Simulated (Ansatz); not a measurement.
# CH3OTe: the cost of one run

Method: RKS PBE/def2-SVP, in Ansatz 0.2.0.

**1. Starting point**

Bond lengths: C1–Te2 2.082 Å, Te2–O3 2.169 Å, C1–H4 1.107 Å, C1–H5 1.106 Å, O3–H6 0.954 Å. Angles: C1–Te2–O3 94.1°, Te2–C1–H4 110.0°, Te2–C1–H5 110.0°, H4–C1–H5 105.9°, Te2–O3–H6 100.4°.

Coordinates:

```xyz
6

C    -0.9038    0.2202   -0.3593
Te    0.9704   -0.5502   -0.8376
O     1.7561   -0.3042    1.1689
H    -1.6885   -0.5285   -0.5791
H    -1.1289    1.0934   -1.0000
H     0.9948    0.0693    1.6069
```

**2. End point A**

input.yaml

```yaml
crystal:
  periodic: [false, false, false]
  atoms:
    - { symbol: C, position_ang: [-0.90382, 0.22019, -0.35925] }
    - { symbol: Te, position_ang: [0.97037, -0.5502, -0.83756] }
    - { symbol: O, position_ang: [1.7561, -0.30421, 1.16892] }
    - { symbol: H, position_ang: [-1.68852, -0.5285, -0.57906] }
    - { symbol: H, position_ang: [-1.12891, 1.09339, -0.99996] }
    - { symbol: H, position_ang: [0.99478, 0.06932, 1.6069] }
total_charge: -1
basis:
  gaussian: { orbitals: def2-SVP }
hamiltonian:
  xc: pbe
relax:
  f_tol: 0.015
  max_steps: 40
```

Started as:

```bash
> ansatz run input.yaml --threads 1 --pin off --max-ram 2048MiB --backend cpu --events-out ev --progress --plain --runs-dir out
```

What time and memory should one allow on 1 thread of Intel Xeon at 2.50GHz (Skylake/Cascade Lake), shared host?

About 67 s, with a peak of 0.14 GiB.
